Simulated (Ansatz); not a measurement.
# Cd4Se: what a guessed cell relaxes into

Where does this trial cell of Cd4Se go when cell and atoms are let free?

Method: DFT PBE, scalar-relativistic, plane waves, PAW, in Ansatz 0.2.0.

2 further runs of the same task are left out: 1 that didn't finish, 1 set aside as unsound or not needed.

## (1) The starting structure

It takes space group Im-3m (No. 229, cubic). The conventional cell has a = 6.240 Å, b = 6.240 Å, c = 6.240 Å, α = 90.00°, β = 90.00°, γ = 90.00°. Cd (site symmetry -3m) has 2 Se at 2.70 Å as nearest neighbours. Se (site symmetry m-3m) has 8 Cd at 2.70 Å as nearest neighbours.

Coordinates:

```cif
data_structure
_symmetry_space_group_name_H-M 'Im-3m'
_symmetry_Int_Tables_number 229
_cell_length_a 6.2403
_cell_length_b 6.2403
_cell_length_c 6.2403
_cell_angle_alpha 90.000
_cell_angle_beta 90.000
_cell_angle_gamma 90.000
_cell_volume 243.01
loop_
_atom_site_label
_atom_site_type_symbol
_atom_site_symmetry_multiplicity
_atom_site_Wyckoff_symbol
_atom_site_fract_x
_atom_site_fract_y
_atom_site_fract_z
_atom_site_occupancy
Cd1 Cd 8 c 0.25000 0.25000 0.75000 1
Se1 Se 2 a 0.00000 0.00000 0.00000 1
```

The cell is invented: species swapped into a database cell of MnGa4 (Im-3m, No. 229), with Se on the Mn sites and Cd on the Ga sites. Lengths come from tabulated atomic sizes and are only a guess.

## (2) Probe: one point on a coarse mesh

input.yaml reads:

```yaml
crystal:
  lattice:
    - [-3.12014914, 3.12014914, 3.12014914]
    - [3.12014914, -3.12014914, 3.12014914]
    - [3.12014914, 3.12014914, -3.12014914]
  atoms:
    - { symbol: Cd, position: [0.0, 0.0, 0.5] }
    - { symbol: Cd, position: [0.0, 0.5, 0.0] }
    - { symbol: Cd, position: [0.5, 0.0, 0.0] }
    - { symbol: Cd, position: [0.5, 0.5, 0.5] }
    - { symbol: Se, position: [0.0, 0.0, 0.0] }
basis:
  ecutwfc: 420
kpoints:
  mp_grid: { grid: [4, 4, 4] }
hamiltonian:
  xc: pbe
scf:
  occupations: { method: gaussian, width: 0.1 }
  lower_state_search: "off"
output:
  forces: true
  stress: true
  eigenvalues: true
```

On the command line:

```bash
$ ansatz run input.yaml --threads 1 --pin off --max-ram 2048MiB --backend cpu --events-out ev --progress --plain --runs-dir out
```

Further runs follow: rough relaxation on the coarse mesh; full relaxation.

What does the calculation give? Wanted: conventional cell; volume; energy over the elements; gap on the mesh.

**Answer**, as computed:

| quantity | value |
| --- | --- |
| symmetry at the end (tolerance 0.05 Å) | space group Im-3m (No. 229) |
| conventional cell | a = 6.620 Å, b = 6.620 Å, c = 6.620 Å, α = 90.00°, β = 90.00°, γ = 90.00° |
| volume | 29.02 Å³/atom |
| energy over the elements | +0.20 eV/atom |
| gap on the mesh | none (metal) |

In words: The space group Im-3m (No. 229) is kept, and the volume per atom grows by 19.4 % from the first guess. With a positive formation energy it can't be a ground state. No finished test with a distortion of lower symmetry is shown, so the end may be a saddle point. The final runs have no spin polarisation, so no magnetic state was tried and one may lie lower.
